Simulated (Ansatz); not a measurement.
# Al₂H₄OSeSi: a ladder of functionals and wavefunction methods

An exercise on one series of results from a longer session: the logs are not shown, and one member is left open.

Method: functionals in def2-TZVPP, the program's frozen cores in correlated methods; program: Ansatz 0.2.0, Gaussian basis.

The runs, in order: LDA (SPW92), PBE-D4, revPBE-D4, BLYP-D4, r2SCAN-D4, B97M-V, PBE0-D4, B3LYP-D4, r2SCANh-D4, r2SCAN0-D4, HSE06-D4, BHLYP-D4, CAM-B3LYP-D4, LC-ωPBE, ωB97X-V, ωB97M-V, B2PLYP, PBE-QIDH; CCSD(T)/def2-SVP; CCSD(T)/def2-TZVPP; MP2/def2-QZVPP; extrapolation to the limit; RPA on PBE.

## The geometry

All runs share one geometry, relaxed beforehand with PBE0-D4 in a triple-zeta def2 set.

SMILES `[AlH2][Al]1[O][SiH2][Se]1`, 9 atoms, charge 0, spin multiplicity 1.

Atoms are counted from 1 here; the program's logs count them from 0.

Bond lengths: Al1–Al2 2.586 Å, Al1–H6 1.587 Å, Al1–H7 1.587 Å, Al2–O3 1.738 Å, Al2–Se5 2.336 Å, O3–Si4 1.649 Å, Si4–Se5 2.305 Å, Si4–H8 1.484 Å, Si4–H9 1.484 Å. Angles: Al2–Al1–H6 119.6°, Al2–Al1–H7 120.9°, H6–Al1–H7 119.5°, Al1–Al2–O3 129.4°, Al1–Al2–Se5 136.5°, O3–Al2–Se5 94.1°, Al2–O3–Si4 100.1°, O3–Si4–Se5 97.8°, O3–Si4–H8 112.5°, O3–Si4–H9 112.5°, Se5–Si4–H8 112.0°, Se5–Si4–H9 112.0°, H8–Si4–H9 109.7°, Al2–Se5–Si4 68.0°.

Set-up of the first run:

Contents of in.yaml:

```yaml
crystal:
  periodic: [false, false, false]
  atoms:
    - {symbol: Al, position_ang: [-1.138501, 1.425352, 2.232501]}
    - {symbol: Al, position_ang: [-0.199195, 0.265245, 0.120927]}
    - {symbol: O, position_ang: [0.807779, -1.146038, -0.007652]}
    - {symbol: Si, position_ang: [0.977207, -1.230417, -1.645627]}
    - {symbol: Se, position_ang: [-0.298198, 0.611939, -2.186940]}
    - {symbol: H, position_ang: [-2.262117, 2.536258, 2.082293]}
    - {symbol: H, position_ang: [-0.600063, 1.047836, 3.677191]}
    - {symbol: H, position_ang: [0.414027, -2.480957, -2.211162]}
    - {symbol: H, position_ang: [2.387663, -1.075618, -2.078632]}
basis:
  gaussian: {orbitals: def2-TZVPP}
hamiltonian: {xc: lda}
output: {orbitals: {seedname: orbitals}}
```

Among the steps run: LDA; PBE-D4 (GGA); revPBE-D4 (GGA); BLYP-D4 (GGA); r2SCAN-D4 (meta-GGA); B97M-V (meta-GGA); PBE0-D4 (hybrid); B3LYP-D4 (hybrid); r2SCANh-D4 (hybrid); r2SCAN0-D4 (hybrid); HSE06-D4 (hybrid); BHLYP-D4 (hybrid); CAM-B3LYP-D4 (range-separated); LC-ωPBE (range-separated); ωB97X-V (range-separated); ωB97M-V (range-separated); B2PLYP (double hybrid); PBE-QIDH (double hybrid).

One table of the session follows, with a row left open; its other results are not shown here.

It belongs to the step «Orbital energies across the functionals». 

| functional | HOMO (eV) | LUMO (eV) | gap (eV) |
| --- | --- | --- | --- |
| LDA (SPW92) | -6.17 | -3.84 | 2.33 |
| PBE-D4 | -6.04 | -3.64 | 2.39 |
| revPBE-D4 | -5.98 | -3.55 | 2.43 |
| BLYP-D4 | -5.83 | -3.48 | 2.35 |
| r2SCAN-D4 | -6.30 | -3.49 | 2.81 |
| B97M-V | -6.36 | -3.70 | 2.66 |
| PBE0-D4 | -7.09 | -2.94 | 4.15 |
| B3LYP-D4 | -6.83 | -3.09 | 3.74 |
| r2SCANh-D4 | -6.69 | -3.23 | 3.45 |
| r2SCAN0-D4 | -7.27 | -2.86 | 4.41 |
| HSE06-D4 | -6.70 | -3.31 | 3.39 |
| BHLYP-D4 | ? | ? | ? |
| CAM-B3LYP-D4 | -8.27 | -1.96 | 6.31 |
| LC-ωPBE | -9.62 | -0.97 | 8.65 |
| ωB97X-V | -9.29 | -1.06 | 8.23 |
| ωB97M-V | -9.14 | -1.29 | 7.85 |

Estimate the missing values for BHLYP-D4.

Worked estimate for «HOMO (eV)». Against the share of exact exchange, BLYP-D4 (0, -5.83), B3LYP-D4 (0.2, -6.83) give a slope of -5.00 per unit share; at 0.5 the line stands at -8.33.

As computed: HOMO (eV): -7.97; LUMO (eV): -2.14; gap (eV): 5.82. In «HOMO (eV)» the line misses by -0.36.
